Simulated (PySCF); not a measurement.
# CH6BN3O: the cost of one run

Computed with PySCF 2.14.0, with density-fitted response routines of our own, on a single molecule in the gas phase. Atoms count from 0, in the outputs and in this text.

## (1) The starting structure

12 atoms, charge 0, multiplicity 1; geometry from: GFN2-xTB. The atoms were then displaced at random by about 0.01 Å, so the start is not that level's minimum.

Bonds of the start (Å): N0–B1 1.40, B1–N2 1.39, B1–N3 1.50, N3–C4 1.31, C4–O5 1.22, N0–H6 1.02, N0–H7 0.98, N2–H8 1.03, N2–H9 0.99, N3–H10 1.02, C4–H11 1.11.

## (2) Relaxing the molecule at PBE0-D3(BJ)/def2-SVP

Job settings and geometry (Å):

```
{"job": {"xc": "PBE0", "basis": "def2-SVP", "d3": "d3bj", "grid": 1, "shake": 0.01, "kind": "geom"}, "charge": 0, "multiplicity": 1}
N     -1.742200    -0.717100     0.094830
B     -0.560170     0.027000     0.085900
N     -0.488300     1.378640     0.412040
N      0.701550    -0.693400    -0.290910
C      1.914350    -0.205170    -0.353490
O      2.246660     0.942570    -0.101460
H     -2.632680    -0.277760     0.333160
H     -1.820700    -1.655640    -0.158900
H      0.424000     1.848280     0.422530
H     -1.242780     1.956070     0.705060
H      0.567120    -1.673950    -0.516220
H      2.672830    -0.957820    -0.641570
```

Command:

```
> OMP_NUM_THREADS=1 python probes_run.py task.json out
```

The driver reads the jobs from task.json and runs them one after another.

**Question.** How long does this first job take on 1 thread of Arm Neoverse V2, shared host, and how much memory does it need?

About 41 s, with a peak of 0.47 GiB.
